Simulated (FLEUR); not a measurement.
Bi2Te3 (Tellurobismuthite):

```
CELL_PARAMETERS angstrom
2.19300 1.26613 10.16567
-2.19300 1.26613 10.16567
0.00000 -2.53226 10.16567
ATOMIC_POSITIONS crystal
Bi 0.60000 0.60000 0.60000
Bi 0.40000 0.40000 0.40000
Te 0.79050 0.79050 0.79050
Te 0.20950 0.20950 0.20950
Te 0.00000 0.00000 0.00000
```

Base run:

- Program: FLEUR MaX-R8.1 (later development tree)
- Functional: PBE
- Potentials or basis: all-electron
- Basis: FLAPW
- Kmax: 4.1 1/bohr
- k mesh: 7 × 7 × 7
- Occupations: fermi-dirac, width 0.05 eV
- Spin: no spin polarisation

Its results: band gap on the k mesh 0.29 eV, direct; largest force 0.038 eV/Å.

Problem. The run is repeated on the same cell with these changes: functional from PBE to PBEsol. What comes out?

Solution. Band gap on the k mesh 0.24 eV, direct; largest force 0.110 eV/Å.

Caveats: spin-orbit coupling is left out, which as a rule narrows the gap of such compounds by several tenths of an eV; an odd mesh through Γ misses points on the zone boundary, where band edges often lie.

Not every run made on this cell is shown here.
